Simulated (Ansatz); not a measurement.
## C₃H₅AlO, SMILES CC1=[CH][AlH][O]1: a geometry optimisation

Run with Ansatz's Python interface.

`opt_c3h5alo.py`:
```python
"""Relax the C3H5AlO molecule."""

import itertools

import ansatz as az
from ase import Atoms
from ase.data import atomic_numbers, covalent_radii
import numpy as np

atoms = Atoms(["C", "C", "C", "Al", "O", "H", "H", "H", "H", "H"], positions=[
    (-1.4813, -0.7659, 0.2308),
    (-0.2374, -0.0851, -0.1403),
    (0.8219, 0.252, 0.6109),
    (1.9103, 0.9503, -0.7608),
    (0.2666, 0.4176, -1.4037),
    (-2.1979, 0.0489, 0.6828),
    (-1.3278, -1.5489, 0.9386),
    (-1.972, -1.1057, -0.7032),
    (1.0886, 0.1572, 1.7179),
    (3.2121, 1.6285, -1.1699),
])
mol = az.Crystal.molecule_from_ase(atoms)

setup = (
    mol.calculation()
    .basis(gaussian="def2-SVP")
    .functional("pbe0")
)
symbols = [site.symbol for site in mol.cartesian_sites]
start = np.array([site.position_ang for site in mol.cartesian_sites], dtype=float)
def progress(event):
    if event["event"] == "relax_step":
        row = event["data"]
        print(f"step {row['step']:3d}  E = {row['lagrangian_ev']:.6f} eV  largest force component {row['allowed_force_max_ev_ang']:.4f} eV/A")


rep = setup.relax(force_tolerance=0.005).session().plan().execute(on_event=progress).report
end = np.array(rep["positions_ang"])

print("reference energy %16.6f eV" % rep["reference_energy_ev"])
print("total energy     %16.6f eV" % rep["free_energy_ev"])
print("occupied orbitals outside the frozen core (up, down):", rep["n_occupied"], " frozen:", rep["n_frozen"], " virtual:", rep["n_virtual"])

# pairs closer than 1.2 times the sum of covalent radii, before or after
radius = [covalent_radii[atomic_numbers[s]] for s in symbols]
span = lambda where, i, j: np.linalg.norm(where[i] - where[j])
bonded = [(i, j) for i, j in itertools.combinations(range(len(symbols)), 2) if min(span(start, i, j), span(end, i, j)) < 1.2 * (radius[i] + radius[j])]
print("pair        before    after (A)")
for i, j in bonded:
    print(f"{symbols[i]}{i}-{symbols[j]}{j}".ljust(10), f"{span(start, i, j):8.4f} {span(end, i, j):8.4f}")
for first, second in list(itertools.combinations(bonded, 2)):
    shared = set(first) & set(second)
    if shared and symbols[(j := shared.pop())] != "H":
        i, k = sorted((set(first) | set(second)) - {j})
        u, v = end[i] - end[j], end[k] - end[j]
        angle = np.degrees(np.arccos(np.clip(u @ v / np.linalg.norm(u) / np.linalg.norm(v), -1, 1)))
        print(f"final angle {symbols[i]}{i}-{symbols[j]}{j}-{symbols[k]}{k}: {angle:.2f} deg")
```

```console
$ python opt_c3h5alo.py
step   1  E = -11819.418541 eV  largest force component 5.5795 eV/A
step   2  E = -11820.764077 eV  largest force component 1.6099 eV/A
step   3  E = -11820.953542 eV  largest force component 1.1823 eV/A
step   4  E = -11820.994289 eV  largest force component 0.7633 eV/A
step   5  E = -11821.037630 eV  largest force component 0.4207 eV/A
step   6  E = -11821.051617 eV  largest force component 0.3056 eV/A
step   7  E = -11821.055924 eV  largest force component 0.5066 eV/A
step   8  E = -11821.057281 eV  largest force component 0.5590 eV/A
step   9  E = -11821.066481 eV  largest force component 0.2361 eV/A
step  10  E = -11821.065003 eV  largest force component 0.2741 eV/A
step  11  E = -11821.069203 eV  largest force component 0.0433 eV/A
step  12  E = -11821.069316 eV  largest force component 0.0155 eV/A
step  13  E = -11821.069407 eV  largest force component 0.0096 eV/A
step  14  E = -11821.069432 eV  largest force component 0.0009 eV/A
reference energy    -11821.069462 eV
total energy        -11821.069462 eV
occupied orbitals outside the frozen core (up, down): [22, 22]  frozen: 0  virtual: [77, 77]
pair        before    after (A)
C0-C1        1.4658   1.4883
C0-H5        1.1755   1.1015
C0-H6        1.0666   1.0969
C0-H7        1.1084   1.1016
C1-C2        1.3417   1.3674
C1-Al3       2.4637   2.1762
C1-O4        1.4501   1.3738
C2-Al3       1.8852   1.8896
C2-H8        1.1426   1.0876
Al3-O4       1.8436   1.7973
Al3-H9       1.5238   1.5792
final angle C1-C0-H5: 109.37 deg
final angle C1-C0-H6: 112.01 deg
final angle C1-C0-H7: 109.36 deg
final angle C0-C1-C2: 130.23 deg
final angle C0-C1-Al3: 170.43 deg
final angle C0-C1-O4: 115.00 deg
final angle H5-C0-H6: 109.68 deg
final angle H5-C0-H7: 106.58 deg
final angle H6-C0-H7: 109.68 deg
final angle C2-C1-Al3: 59.34 deg
final angle C2-C1-O4: 114.77 deg
final angle C1-C2-Al3: 82.16 deg
final angle C1-C2-H8: 124.62 deg
final angle Al3-C1-O4: 55.43 deg
final angle C1-Al3-C2: 38.50 deg
final angle C1-Al3-O4: 39.01 deg
final angle C1-Al3-H9: 167.78 deg
final angle C1-O4-Al3: 85.57 deg
final angle Al3-C2-H8: 153.21 deg
final angle C2-Al3-O4: 77.50 deg
final angle C2-Al3-H9: 153.73 deg
final angle O4-Al3-H9: 128.77 deg
```

What to keep in mind:
- Total energies depend on the basis set; only differences at equal settings carry meaning.
- The end point is the stationary point reached from this start; no frequency run checks that it is a minimum, and the basis set is modest.
- The bonding changed during the relaxation, so the end is another isomer than the start names.
- Run time: 67 s on 1 thread of Arm Neoverse V1 (shared host), peak memory 0.28 GiB.

(Lines on the test bed's own set-up are left out of the output.)
